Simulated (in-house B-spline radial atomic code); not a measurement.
# Hf⁵⁶⁺: excited configurations

Aim: the energies of several excited configurations of Hf⁵⁶⁺ above a reference configuration, each from its own self-consistent run.

Method: Dirac-Hartree-Fock, average of configuration, Fermi nucleus, basis-set limit. Code: in-house B-spline radial atomic code version 1.

## (1) Starting point

- element: hafnium (Z = 72)
- charge: +56
- electrons: 16
- configuration: [Ne] 3s2 3p4
- Hamiltonian: Dirac-Coulomb
- nucleus: Fermi, rms radius 5.347 fm

The outer shells:

[Ne] 3s2 3p4
```
[Ne] core
3s [↑↓]
3p [↑↓][↑ ][↑ ]
```

The boxes draw the filling by Hund's rule, which heavy ions in jj coupling don't follow; these runs average over all states of the configuration.

The run's settings:

```ini
Z = 72
electrons = 16.0
configuration = [Ne] 3s2 3p4
hamiltonian = dirac
method = hf
spin_polarised = False
nucleus = fermi
rms_radius = 5.347
mass_number = 180
atomic_mass = 179.946559537
speed_of_light = 137.035999084
```

The reference is known from an earlier run: -11773.273009 hartree in all. Up to eight levels, counted from the top:

| orbital | occupation | energy (eV) | <r> (bohr) |
| --- | --- | --- | --- |
| 1s1/2 | 2 | -69988.4 | 0.01898 |
| 2s1/2 | 2 | -15437.2 | 0.07876 |
| 2p1/2 | 2 | -14940.7 | 0.06539 |
| 2p3/2 | 4 | -13719.6 | 0.07280 |
| 3s1/2 | 2 | -6097.83 | 0.1925 |
| 3p1/2 | 1.33333 | -5914.82 | 0.1814 |
| 3p3/2 | 2.66667 | -5599.45 | 0.1925 |

## (2) Configuration [Ne] 3s1 3p4 4f1

The run's settings:

```ini
Z = 72
electrons = 16.0
configuration = [Ne] 3s1 3p4 4f1
hamiltonian = dirac
method = hf
spin_polarised = False
nucleus = fermi
rms_radius = 5.347
mass_number = 180
atomic_mass = 179.946559537
speed_of_light = 137.035999084
```

## (3) [He] 2s2 2p5 3s2 3p5

Changes to the settings of step 2:

```diff
@@ -2,3 +2,3 @@
 electrons = 16.0
-configuration = [Ne] 3s1 3p4 4f1
+configuration = [He] 2s2 2p5 3s2 3p5
 hamiltonian = dirac
```

## (4) Configuration [Ne] 3s2 3p3 4d1

Changes to the settings of step 3:

```diff
@@ -2,3 +2,3 @@
 electrons = 16.0
-configuration = [He] 2s2 2p5 3s2 3p5
+configuration = [Ne] 3s2 3p3 4d1
 hamiltonian = dirac
```

## (5) Configuration [Ne] 3s1 3p4 6s1

Changes to the settings of step 4:

```diff
@@ -2,3 +2,3 @@
 electrons = 16.0
-configuration = [Ne] 3s2 3p3 4d1
+configuration = [Ne] 3s1 3p4 6s1
 hamiltonian = dirac
```

## (6) [He] 2s2 2p5 3s2 3p4 5g1

Changes to the settings of step 5:

```diff
@@ -2,3 +2,3 @@
 electrons = 16.0
-configuration = [Ne] 3s1 3p4 6s1
+configuration = [He] 2s2 2p5 3s2 3p4 5g1
 hamiltonian = dirac
```

Q: How far above the reference does each configuration lie (order and size, in eV)?

The runs gave:

| net move | configuration | energy above the reference (eV) | with Breit, QED, recoil (eV) | largest <r> (bohr) |
| --- | --- | --- | --- | --- |
| 3p → 4d | [Ne] 3s2 3p3 4d1 | 2789.42 | 2783.51 | 0.348 |
| 3s → 4f | [Ne] 3s1 3p4 4f1 | 3278.92 | 3269.04 | 0.306 |
| 3s → 6s | [Ne] 3s1 3p4 6s1 | 4737.07 | 4728.12 | 0.854 |
| 2p → 3p | [He] 2s2 2p5 3s2 3p5 | 8362.31 | 8339.48 | 0.195 |
| 2p → 5g | [He] 2s2 2p5 3s2 3p4 5g1 | 12341.7 | 12313.0 | 0.478 |

Quantum defects of the promoted electron, δ = n − ζ/√(−2ε) with ζ = 57 and ε its orbital energy in hartree:

| promotion | δ |
| --- | --- |
| 3p → 4d | 0.105 |
| 3s → 4f | 0.040 |
| 3s → 6s | 0.343 |
| 2p → 5g | 0.012 |

At the bottom stands 3p → 4d (2789.42 eV), at the top 2p → 5g (12341.7 eV). Koopmans' estimate of the ionisation threshold is 5599.45 eV; 2 configurations exceed it by over 2 % and could autoionise. Of those tabulated, the defect is largest for 6s (0.34) and least for 5g (0.01); at this charge much of the defect is relativistic. Two partly filled shells share a symmetry and can mix in the average, which may lower the energy, for: 3s → 6s; 2p → 3p; 2p → 5g. These are averages over configurations, without correlation, not spectroscopic levels.
